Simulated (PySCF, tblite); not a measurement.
**C8H10O: geometry, infrared bands and NMR shifts**

Wanted: the infrared bands and NMR shifts of C8H10O (`C=C=C(C=O)[C@@H](C)C=C`), by calculation.

Computed with tblite 0.8.0 and PySCF 2.14.0, with density-fitted response routines of our own, on a single molecule in the gas phase. Atoms count from 0, in the outputs and in this text.

## (1) Starting geometry

19 atoms, charge 0, multiplicity 1; geometry from: force field or distance geometry start.

Bonds of the start (Å): C0–C1 1.29, C1–C2 1.31, C2–C3 1.48, C3–O4 1.23, C2–C5 1.51, C5–C6 1.53, C5–C7 1.53, C7–C8 1.34, C0–H9 1.09, C0–H10 1.09, C3–H11 1.11, C5–H12 1.10, C6–H13 1.10, C6–H14 1.10, C6–H15 1.09, C7–H16 1.09, C8–H17 1.08, C8–H18 1.08.

## (2) Relaxing the molecule with GFN2-xTB

The job: settings as JSON, then the geometry in Å.

```
{"job": {"kind": "relax", "xc": "GFN2-xTB", "basis": "xTB"}, "charge": 0, "multiplicity": 1}
C     -1.887600     1.904900     1.260600
C     -1.407800     0.795600     0.809000
C     -0.890500    -0.332200     0.375400
C     -1.752000    -1.536300     0.457500
O     -1.431200    -2.632400     0.008400
C      0.442800    -0.481400    -0.307000
C      0.381500     0.006400    -1.760300
C      1.552400     0.261400     0.441400
C      2.583800    -0.345700     1.047200
H     -1.649600     2.267400     2.257400
H     -2.553700     2.508400     0.639800
H     -2.720000    -1.408800     0.985600
H      0.715400    -1.542300    -0.324800
H      1.344400    -0.152100    -2.266200
H      0.135900     1.079500    -1.819000
H     -0.385200    -0.546300    -2.305600
H      1.484700     1.346600     0.469200
H      3.335000     0.236000     1.559700
H      2.691800    -1.419500     1.054500
```

Started as:

```bash
$ OMP_NUM_THREADS=1 python probes_run.py task.json out
```

This one command runs all jobs of the session in turn.

What it wrote:

```text
step      E/eV     max force
  0    -712.14829    1.573
  1    -712.18606    1.781
  2    -712.21818    0.240
  3    -712.22417    0.278
  4    -712.23265    0.295
  5    -712.23587    0.180
  6    -712.23926    0.357
  7    -712.24211    0.196
  8    -712.24453    0.127
  9    -712.24683    0.092
 10    -712.24787    0.099
 11    -712.24958    0.072
 12    -712.25046    0.063
 13    -712.25110    0.050
 14    -712.25154    0.050
 15    -712.25203    0.055
 16    -712.25251    0.057
 17    -712.25293    0.049
 18    -712.25325    0.044
 19    -712.25354    0.041
 20    -712.25384    0.046
 21    -712.25412    0.044
 22    -712.25434    0.030
 23    -712.25450    0.033
 24    -712.25464    0.031
 25    -712.25476    0.030
 26    -712.25486    0.027
 27    -712.25495    0.024
 28    -712.25506    0.030
 29    -712.25521    0.041
 30    -712.25539    0.043
 31    -712.25556    0.030
 32    -712.25571    0.028
 33    -712.25589    0.030
 34    -712.25611    0.037
 35    -712.25633    0.035
 36    -712.25647    0.028
 37    -712.25656    0.023
 38    -712.25662    0.017
 39    -712.25667    0.019
 40    -712.25671    0.013
 41    -712.25673    0.010
```

It took 0.54 s on 1 thread of Intel Xeon at 2.70GHz, shared host.

The steps of the relaxation: (not every step is listed)

| step | energy from step 0 (eV) | largest force (eV/Å) |
| --- | --- | --- |
| 0 | 0.0000 | 1.5734 |
| 1 | -0.0378 | 1.7806 |
| 2 | -0.0699 | 0.2403 |
| 3 | -0.0759 | 0.2781 |
| 4 | -0.0844 | 0.2945 |
| 5 | -0.0876 | 0.1799 |
| 6 | -0.0910 | 0.3570 |
| 7 | -0.0938 | 0.1965 |
| 8 | -0.0962 | 0.1275 |
| 10 | -0.0996 | 0.0993 |
| 12 | -0.1022 | 0.0632 |
| 14 | -0.1033 | 0.0501 |
| 16 | -0.1042 | 0.0570 |
| 18 | -0.1050 | 0.0442 |
| 20 | -0.1055 | 0.0460 |
| 22 | -0.1060 | 0.0295 |
| 24 | -0.1064 | 0.0315 |
| 26 | -0.1066 | 0.0271 |
| 28 | -0.1068 | 0.0301 |
| 30 | -0.1071 | 0.0433 |
| 32 | -0.1074 | 0.0276 |
| 34 | -0.1078 | 0.0371 |
| 36 | -0.1082 | 0.0285 |
| 37 | -0.1083 | 0.0225 |
| 38 | -0.1083 | 0.0168 |
| 39 | -0.1084 | 0.0193 |
| 40 | -0.1084 | 0.0132 |
| 41 | -0.1084 | 0.0099 |

Distances of close pairs at the start and the end, largest changes first:

| bond | before (Å) | after (Å) | change (Å) |
| --- | --- | --- | --- |
| C5–C7 | 1.531 | 1.499 | -0.031 |
| C7–C8 | 1.341 | 1.319 | -0.022 |
| C3–O4 | 1.227 | 1.205 | -0.022 |
| C2–C3 | 1.483 | 1.466 | -0.017 |
| C6–H14 | 1.102 | 1.088 | -0.014 |
| C0–H10 | 1.092 | 1.079 | -0.014 |
| C2–C5 | 1.505 | 1.517 | +0.012 |
| C6–H13 | 1.099 | 1.088 | -0.012 |

The next job starts from the end point, and lists it.

## (3) Vibrational analysis with GFN2-xTB

The job: settings as JSON, then the geometry in Å.

```
{"job": {"kind": "ir", "xc": "GFN2-xTB", "basis": "xTB"}, "charge": 0, "multiplicity": 1}
C     -1.832557     1.901575     1.241397
C     -1.362263     0.787567     0.791561
C     -0.895347    -0.353547     0.346871
C     -1.715799    -1.561909     0.473100
O     -1.382534    -2.663833     0.116788
C      0.458512    -0.495901    -0.323561
C      0.373769     0.019311    -1.764586
C      1.508831     0.248940     0.444635
C      2.535305    -0.323886     1.043025
H     -1.662680     2.219861     2.257776
H     -2.417817     2.565922     0.625411
H     -2.703107    -1.381042     0.940342
H      0.696704    -1.563933    -0.340175
H      1.329059    -0.118185    -2.265783
H      0.122205     1.078131    -1.775834
H     -0.389500    -0.526004    -2.315077
H      1.373549     1.322385     0.484849
H      3.271850     0.245214     1.584922
H      2.682017    -1.391417     1.017080
```

What it wrote:

```text
mode    cm-1     km/mol
  1      -6.5      0.79
  2      55.9      0.07
  3     110.3      3.10
  4     115.0      1.57
  5     160.0      4.73
  6     194.6      5.14
  7     213.2      0.01
  8     279.1      0.81
  9     300.1      3.08
 10     340.0      4.15
 11     434.0      0.70
 12     484.5      0.82
 13     540.7      0.08
 14     561.0      0.57
 15     609.6     11.57
 16     665.9      9.49
 17     782.8      9.67
 18     849.1     52.45
 19     899.6     14.22
 20     912.2      3.45
 21     914.1     10.68
 22     931.8      1.42
 23     982.2      6.12
 24    1022.0     11.18
 25    1047.5     18.27
 26    1096.6      3.04
 27    1148.1     84.05
 28    1183.7     13.02
 29    1257.4      4.13
 30    1271.0      1.66
 31    1297.1      3.64
 32    1309.9      9.23
 33    1368.3     18.06
 34    1402.8      1.14
 35    1416.8      2.16
 36    1432.6     11.09
 37    1495.1      4.07
 38    1495.7      4.00
 39    1717.1     10.72
 40    1731.2    561.86
 41    2053.6    249.08
 42    2761.8    137.68
 43    2956.3      5.55
 44    3028.5     24.43
 45    3035.3     32.11
 46    3039.7     23.13
 47    3052.6     35.86
 48    3072.4      2.80
 49    3078.3      3.62
 50    3098.1     18.87
 51    3122.9     45.30
```

It took 1.3 s on 1 thread of Intel Xeon at 2.70GHz, shared host.

Which atoms move in the most intense modes:

| cm⁻¹ | km/mol | atoms |
| --- | --- | --- |
| 849 | 52.5 | H10 39 %, H9 39 %, C0 20 % |
| 1148 | 84.0 | C2 44 %, C3 18 %, H12 11 % |
| 1731 | 561.9 | C3 59 %, O4 39 % |
| 2054 | 249.1 | C1 66 %, C0 17 %, C2 14 % |
| 2762 | 137.7 | H11 94 % |
| 3035 | 32.1 | H15 57 %, H13 34 % |
| 3053 | 35.9 | H16 90 % |
| 3123 | 45.3 | H17 55 %, H18 34 % |

## (4) NMR shieldings: PBE0/pcSseg-1

Same as in step 3 but for these lines:

```diff
@@ -1,2 +1,2 @@
-{"job": {"kind": "ir", "xc": "GFN2-xTB", "basis": "xTB"}, "charge": 0, "multiplicity": 1}
+{"job": {"kind": "nmr", "xc": "PBE0", "basis": "pcSseg-1"}, "charge": 0, "multiplicity": 1}
 C     -1.832557     1.901575     1.241397
```

Method: GIAO PBE0/pcSseg-1 NMR shielding, non-relativistic, gas phase.

What it wrote:

```text
coarse grid: 15976 points
cycle   1  E = -385.2897689792  dE =  1.325e+00  |g| = 8.083e-01  |ddm| = 4.168e+00
cycle   2  E = -384.8371461051  dE =  4.526e-01  |g| = 1.695e+00  |ddm| = 3.160e+00
cycle   3  E = -385.4201747214  dE = -5.830e-01  |g| = 2.057e-01  |ddm| = 2.588e+00
cycle   4  E = -385.4300247224  dE = -9.850e-03  |g| = 7.367e-02  |ddm| = 3.223e-01
cycle   5  E = -385.4311273133  dE = -1.103e-03  |g| = 3.486e-02  |ddm| = 1.036e-01
cycle   6  E = -385.4314032566  dE = -2.759e-04  |g| = 7.218e-03  |ddm| = 3.059e-02
cycle   7  E = -385.4314150881  dE = -1.183e-05  |g| = 2.184e-03  |ddm| = 8.095e-03
cycle   8  E = -385.4314161019  dE = -1.014e-06  |g| = 6.931e-04  |ddm| = 3.262e-03
final grid: 154592 points
cycle   9  E = -385.4977887521  dE = -2.941e-05  |g| = 1.224e-02  |ddm| = 5.000e-02
cycle  10  E = -385.4977171489  dE =  7.160e-05  |g| = 2.265e-02  |ddm| = 3.800e-02
cycle  11  E = -385.4978195028  dE = -1.024e-04  |g| = 3.341e-03  |ddm| = 2.738e-02
cycle  12  E = -385.4978219009  dE = -2.398e-06  |g| = 3.261e-04  |ddm| = 3.136e-03
cycle  13  E = -385.4978219194  dE = -1.857e-08  |g| = 1.792e-04  |ddm| = 4.579e-04
cycle  14  E = -385.4978219272  dE = -7.757e-09  |g| = 4.329e-05  |ddm| = 2.068e-04
cycle  15  E = -385.4978219276  dE = -4.402e-10  |g| = 1.118e-05  |ddm| = 5.422e-05
converged SCF energy = -385.4978219276

GIAO shielding tensors (ppm)
atom      isotropic    diamagn.    paramagn.     s11        s22        s33       span
  0 C      101.963     264.192    -162.230      6.277    131.169    168.443    162.166
  1 C      -50.398     262.806    -313.204    -61.734    -58.729    -30.732     31.003
  2 C       66.565     262.520    -195.956      3.827     63.942    131.926    128.099
  3 C       -7.858     241.556    -249.414    -95.784    -16.768     88.979    184.763
  4 O     -335.780     400.552    -736.332   -981.535   -403.415    377.609   1359.144
  5 C      149.637     245.351     -95.714    142.521    144.497    161.894     19.373
  6 C      161.283     248.203     -86.920    144.412    156.583    182.853     38.440
  7 C       36.050     257.866    -221.816    -86.537     45.902    148.785    235.322
  8 C       66.503     253.791    -187.288    -43.099     84.031    158.578    201.677
  9 H       26.131      30.264      -4.133     24.098     24.726     29.568      5.471
 10 H       26.148      30.322      -4.174     24.264     24.678     29.501      5.237
 11 H       21.825      27.719      -5.894     19.949     20.806     24.719      4.770
 12 H       28.232      34.772      -6.539     24.937     27.021     32.739      7.802
 13 H       30.566      30.445       0.121     26.471     28.033     37.195     10.724
 14 H       30.774      31.824      -1.050     26.905     29.831     35.586      8.682
 15 H       30.453      31.154      -0.701     26.688     28.487     36.183      9.496
 16 H       25.544      33.714      -8.170     22.511     25.171     28.949      6.438
 17 H       26.473      29.583      -3.110     23.746     25.188     30.486      6.740
 18 H       26.276      31.895      -5.619     23.111     25.123     30.593      7.482
```

Wall time 98 s (1 thread of Intel Xeon at 2.70GHz, shared host); peak memory 0.91 GiB.

Shifts follow as δ = σ(reference) − σ, with reference shieldings (ppm) from runs at the same level and on the same kind of geometry: 1H TMS 31.72, 13C TMS 186.9, 17O H2O 336.1. The references are single molecules in the gas phase, so shifts against H2O, NH3, PH3, H3PO4 or CFCl3 are not on the usual liquid scales and can be off by tens of ppm. Atoms listed in one row are averaged.

| atoms | environment | σ (ppm) | δ (ppm) | δ scaled to CDCl3 |
| --- | --- | --- | --- | --- |
| C1 | central carbon of an allene | -50.4 | 237.3 | 229.7 |
| C3 | aldehyde carbonyl carbon | -7.9 | 194.8 | 188.2 |
| C7 | alkene CH | 36.0 | 150.9 | 145.3 |
| C8 | terminal =CH2 carbon | 66.5 | 120.4 | 115.6 |
| C2 | terminal carbon of a cumulated C=C=C unit | 66.6 | 120.4 | 115.6 |
| C0 | terminal carbon of a cumulated C=C=C unit | 102.0 | 85.0 | 81.0 |
| C5 | allylic sp3 CH | 149.6 | 37.3 | 34.5 |
| C6 | methyl carbon | 161.3 | 25.6 | 23.1 |
| H11 | hydrogen on an aldehyde carbonyl carbon | 21.82 | 9.89 | 9.43 |
| H16 | hydrogen on an alkene CH | 25.54 | 6.17 | 5.93 |
| H9, H10 | hydrogen on a terminal carbon of a cumulated C=C=C unit | 26.14 | 5.58 | 5.36 |
| H18 | hydrogen on a terminal =CH2 carbon | 26.28 | 5.44 | 5.24 |
| H17 | hydrogen on a terminal =CH2 carbon | 26.47 | 5.24 | 5.05 |
| H12 | hydrogen on an allylic sp3 CH | 28.23 | 3.48 | 3.39 |
| H13, H14, H15 | hydrogen on a methyl carbon | 30.60 | 1.12 | 1.16 |
| O4 | aldehyde oxygen | -335.8 | 671.9 | – |

The scaled column applies a straight-line fit of computed shieldings to shifts measured in CDCl3 (root-mean-square error 0.16 ppm for H, 1.9 ppm for C).

The run also stored atomic charges by several schemes (e):

| atoms | Mulliken | IAO | Hirshfeld | ESP fit |
| --- | --- | --- | --- | --- |
| C0 | -0.13 | -0.35 | -0.10 | -0.55 |
| C1 | 0.03 | 0.06 | 0.03 | 0.13 |
| C2 | -0.39 | -0.09 | -0.02 | -0.29 |
| C3 | 0.36 | 0.25 | 0.12 | 0.44 |
| O4 | -0.36 | -0.40 | -0.22 | -0.46 |
| C5 | -0.25 | -0.11 | -0.02 | 0.52 |
| C6 | -0.18 | -0.41 | -0.12 | -0.68 |
| C7 | -0.15 | -0.13 | -0.04 | -0.25 |
| C8 | -0.13 | -0.32 | -0.10 | -0.46 |

Mayer bond orders: C0–C1 2.14, C1–C2 1.66, C2–C3 1.08, C3–O4 1.97, C2–C5 1.00, C5–C6 1.03, C5–C7 1.00, C7–C8 2.00.

The fields below are evaluated on a grid from the run's orbitals.

Frontier orbitals at PBE0/pcSseg-1, with the share of their density that lies nearest to each atom:

| orbital | energy (eV) | lies on |
| --- | --- | --- |
| HOMO | -7.34 | O4 33 %; C8 14 %; C2, C7 about 10 % each |
| LUMO | -1.60 | C1, C3 about 26 % each; O4 21 %; C2 10 % |

ELF in a plane through or near 5 of the atoms.

Ten even steps from ' ' (0.00) to '@' (0.98):
```
                                                        
                                                        
                                                        
                                    ..----::            
          ..++++::                ..##@@@@@@==          
          --##%%==    --++::    ..--%%@@@@@@++          
          --****==..--##@@**    ::==##%%%%%%--          
        ..::++**##%%====%%==  ::**%%##::::++==..        
        ..--++##%%@@::--++::  --**--##%%##**==::        
          ::--==++++**@@%%==--**%%==..%%##**==::        
                    ++++--**@@::++%%**++--::..          
                  ==%%@@==**%%==**++::                  
                ..##@@@@##----++##==..                  
                  ==%%**::    ..::::..                  
                              ..::..                    
                            ........                    
                                                        
                                                        
                                                        
                                                        
```
The map spans 11.4 Å across and 10.2 Å up, centred on the molecule. Atoms in the plane (x, y in Å): C0 (2.5, 1.4), C1 (1.6, 0.5), C2 (0.8, -0.5), C5 (-0.7, -0.5), C7 (-1.3, 0.9).

log10 of the density (e/Å³) in the same plane.

Ten even steps from ' ' (-4.0) to '@' (1.2):
```
                                                        
                                                        
                                    ........            
        ....::::::::............::::--------::..        
      ..::--======----------::::--==++++++++==--..      
      ..--==++++++====++++==----==++**####**++--::..    
    ..::--==++************++====++**##%%####++==--..    
    ..::--++****####%%%%##**++++**##%%%%####**==--::    
    ..::--==****####@@@@##**++**##%%%%%%##**++==--::    
      ::--==++++**####%%####**##%%@@%%##**++==--::..    
      ..::--====++++##%%@@%%##%%%%####**++==----..      
        ..::----==++##%%%%########**++++==--::..        
          ..::::==++######**********++==----::..        
            ..::--==++++++++++++++++++==--::..          
                ::::----======++++====--::::..          
                  ..::::--==========--::::..            
                      ..::::------::::..                
                          ..........                    
                                                        
                                                        
```
The map spans 11.4 Å across and 10.2 Å up, centred on the molecule. Atoms in the plane (x, y in Å): C0 (2.5, 1.4), C1 (1.6, 0.5), C2 (0.8, -0.5), C5 (-0.7, -0.5), C7 (-1.3, 0.9).

On the surface of density 0.002 e/bohr³ the electrostatic potential runs, from the 1st to the 99th percentile, from -1.62 V near O4 to 1.25 V near H10.

## (5) Results

```
                                                              quantity                                                    value
                             strongest single infrared mode (GFN2-xTB)                                    1731 cm⁻¹, 562 km/mol
                                          zero-point energy (GFN2-xTB)                                            94.8 kcal/mol
                                13C shifts against TMS (PBE0/pcSseg-1)  237.3, 194.8, 150.9, 120.4, 120.4, 85.0, 37.3, 25.6 ppm
1H shifts against TMS (PBE0/pcSseg-1, means over atoms taken as alike)             9.89, 6.17, 5.58, 5.44, 5.24, 3.48, 1.12 ppm
                                17O shifts against H2O (PBE0/pcSseg-1)                                                671.9 ppm
                                 surface potential, 1st and 99th percentile                                       -1.62 V and 1.25 V
```

In words: The optimisation took 41 steps and gained 0.108 eV; among the close pairs (by a distance rule), C5–C7 changed most, from 1.531 to 1.499 Å. The lowest mode is slightly imaginary (6i cm⁻¹), a soft motion within the noise of the Hessian, so the minimum is not strictly shown. The strongest single mode, at 1731 cm⁻¹, moves mainly C3 and O4. Unscaled tight-binding wavenumbers are off by several per cent, some by more. Its intensities can rank the bands wrongly. The most deshielded carbon is C1 (central carbon of an allene), at 237.3 ppm: the central sp carbon of an allene is among the most deshielded carbons of hydrocarbons. The most deshielded hydrogen is H11 (hydrogen on an aldehyde carbonyl carbon), at 9.89 ppm: the formyl region, downfield of aromatic protons. At PBE0/pcSseg-1: The widest tensor belongs to O4: span 1359 ppm, with a paramagnetic part of -736 ppm. At PBE0/pcSseg-1, counted by nearest atom on the grid, the HOMO lies on O4 33 %; C8 14 %, the LUMO on C1, C3 about 26 % each; O4 21 %.
